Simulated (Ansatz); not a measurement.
# Cl2H2Zn: the cost of one run

All numbers below are computed with Ansatz 0.2.0 (RKS PBE0/def2-SVP).

1 further run of the same task is left out (it didn't finish).

## Step 1: Starting point

Bond lengths: Zn1–Cl2 2.590 Å, Zn1–Cl3 2.240 Å. Angles: Cl2–Zn1–Cl3 180.0°.

As a file:

```xyz
5

Zn    0.0000    0.0000    0.0000
Cl    0.0000    0.0000    2.5900
Cl    0.0000    0.0000   -2.2400
H    -1.7746    0.0000    0.5897
H    -1.5103    0.0000    1.5637
```

## Step 2: Pulling towards end A

Springs on the bonds that form and break draw the guess towards this end; the thresholds are loose.

input.yaml

```yaml
crystal:
  periodic: [false, false, false]
  atoms:
    - { symbol: Zn, position_ang: [0.0, 0.0, 0.0] }
    - { symbol: Cl, position_ang: [0.0, 0.0, 2.59] }
    - { symbol: Cl, position_ang: [0.0, 0.0, -2.24] }
    - { symbol: H, position_ang: [-1.7746, 0.0, 0.5897] }
    - { symbol: H, position_ang: [-1.5103, 0.0, 1.5637] }
basis:
  gaussian: { orbitals: def2-SVP }
hamiltonian:
  xc: pbe0
relax:
  f_tol: 0.15
  max_steps: 25
  restrain:
    - { distance: [0, 3], at: 2.77, k: 30.0 }
    - { distance: [4, 1], at: 2.57, k: 30.0 }
    - { distance: [0, 1], at: 2.24, k: 30.0 }
    - { distance: [4, 3], at: 0.66, k: 30.0 }
```

Started as:

```sh
ansatz run input.yaml --threads 1 --pin off --max-ram 2048MiB --backend cpu --events-out ev --progress --plain --runs-dir out
```

**Question.** How long does this run take on 1 thread of Arm Neoverse V2, shared host, and how much memory does it need?

About 23 s, with a peak of 0.17 GiB.
